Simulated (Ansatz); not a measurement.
# Pt (Pt, diamond): the cost of one run

Program: Ansatz 0.2.0. Level of theory: DFT PBEsol, plane waves (420 eV) with PAW, scalar-relativistic; PBE-made PAW files. These are calculated values, not measurements.

## Step 1: The structure to begin with

The structure is cubic, space group Fd-3m (No. 227). The conventional cell has a = 5.463 Å, b = 5.463 Å, c = 5.463 Å, α = 90.00°, β = 90.00°, γ = 90.00°. Pt (site symmetry -43m) has 4 Pt at 2.37 Å as nearest neighbours.

As a file:

```
Pt
1.0
     0.00000    2.73141    2.73141
     2.73141    0.00000    2.73141
     2.73141    2.73141    0.00000
Pt
2
Direct
  0.12500 0.12500 0.12500
  0.87500 0.87500 0.87500
```

## Step 2: Geometry optimisation

input.yaml

```yaml
crystal:
  lattice:
    - [0.0, 2.731412573, 2.731412573]
    - [2.731412573, 0.0, 2.731412573]
    - [2.731412573, 2.731412573, 0.0]
  atoms:
    - { symbol: Pt, position: [0.125, 0.125, 0.125] }
    - { symbol: Pt, position: [0.875, 0.875, 0.875] }
hamiltonian:
  xc: pbesol
  pseudopotentials:
    kind: paw
    azcp:
      Pt: "pseudopotentials/Pt.paw.azcp"
basis:
  ecutwfc: 420
  fft_grid_basis: typed
kpoints:
  mp_grid: { grid: [10, 10, 10], shift: [0, 0, 0] }
magnetization:
  spin_polarized: false
scf:
  occupations: { method: fermi_dirac, width: 0.1 }
relax:
  max_steps: 60
  f_tol: 0.01
  cell: {}
output:
  write_density: true
  write_potential: true
  elf: true
  volumetric_format: npy
```

Q: Estimate wall time and peak memory on 2 threads of an Arm CPU, shared host.

About 5.2 s, with a peak of 0.34 GiB.
